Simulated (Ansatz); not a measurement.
**CH3NSn (SMILES N#[C][SnH3]): one structure at several levels**

One table from this session's results is given with a row withheld; the runs are named, their logs left out.

Computed with Ansatz 0.2.0, Gaussian basis. Level: single points in def2-TZVPP.

Correlated methods freeze the cores. Filled d shells of the heavier atoms are correlated. Core potentials replace the inner electrons past krypton, and spin-orbit coupling is left out.

**Where the work starts**

SMILES `N#[C][SnH3]`, 6 atoms, charge 0, spin multiplicity 1.

Atoms are counted from 1 here; the program's logs count them from 0.

Bond lengths: N1–C2 1.219 Å, C2–Sn3 2.144 Å, Sn3–H4 1.739 Å, Sn3–H5 1.633 Å, Sn3–H6 1.700 Å. Angles: N1–C2–Sn3 176.9°, C2–Sn3–H4 103.6°, C2–Sn3–H5 105.1°, C2–Sn3–H6 107.0°, H4–Sn3–H5 109.3°, H4–Sn3–H6 118.1°, H5–Sn3–H6 112.4°.

Geometry (Å):

| atom | x (Å) | y (Å) | z (Å) |
| --- | --- | --- | --- |
| N1 | 2.0776 | -0.9703 | 1.3253 |
| C2 | 1.1386 | -0.5014 | 0.7046 |
| Sn3 | -0.5830 | 0.2754 | -0.3103 |
| H4 | -0.0906 | 1.8741 | -0.7854 |
| H5 | -0.7494 | -0.6568 | -1.6406 |
| H6 | -1.8991 | 0.1252 | 0.7558 |

The first run:

Input file run/in.yaml:

```yaml
crystal:
  periodic: [false, false, false]
  atoms:
    - {symbol: N, position_ang: [2.077600, -0.970300, 1.325300]}
    - {symbol: C, position_ang: [1.138600, -0.501400, 0.704600]}
    - {symbol: Sn, position_ang: [-0.583000, 0.275400, -0.310300]}
    - {symbol: H, position_ang: [-0.090600, 1.874100, -0.785400]}
    - {symbol: H, position_ang: [-0.749400, -0.656800, -1.640600]}
    - {symbol: H, position_ang: [-1.899100, 0.125200, 0.755800]}
basis:
  gaussian: {orbitals: def2-TZVPP}
correlation: {method: ccsd_t}
output: {forces: true}
```

The command line of these runs was not kept.

Among the steps run: CCSD(T)/def2-TZVPP; PBE0-D4/def2-TZVPP; wB97M-V/def2-TZVPP; r2SCAN-D4/def2-TZVPP; PBE-D4/def2-TZVPP; CAM-B3LYP-D4/def2-TZVPP; r2SCANh-D4/def2-TZVPP.

One of the session's tables, all rows but one given; the rest of the session is left out.

| method | RMS force component (eV/Å) | angle to CCSD(T) forces (°) | dipole (D) |
| --- | --- | --- | --- |
| CCSD(T) | 1.646 | reference | 4.47 |
| PBE0-D4 | 2.201 | 4.0 | 4.58 |
| wB97M-V | 2.296 | 4.4 | 4.64 |
| r2SCAN-D4 | ? | ? | ? |
| PBE-D4 | 1.705 | 4.7 | 4.40 |
| CAM-B3LYP-D4 | 2.407 | 4.9 | 4.70 |
| r2SCANh-D4 | 2.156 | 3.7 | 4.58 |

Estimate the missing values for r2SCAN-D4.

**Answer.** RMS force component (eV/Å): 1.998; angle to CCSD(T) forces (°): 3.2; dipole (D): 4.52. In the column «RMS force component (eV/Å)» it lies between PBE-D4 (1.705) and r2SCANh-D4 (2.156).
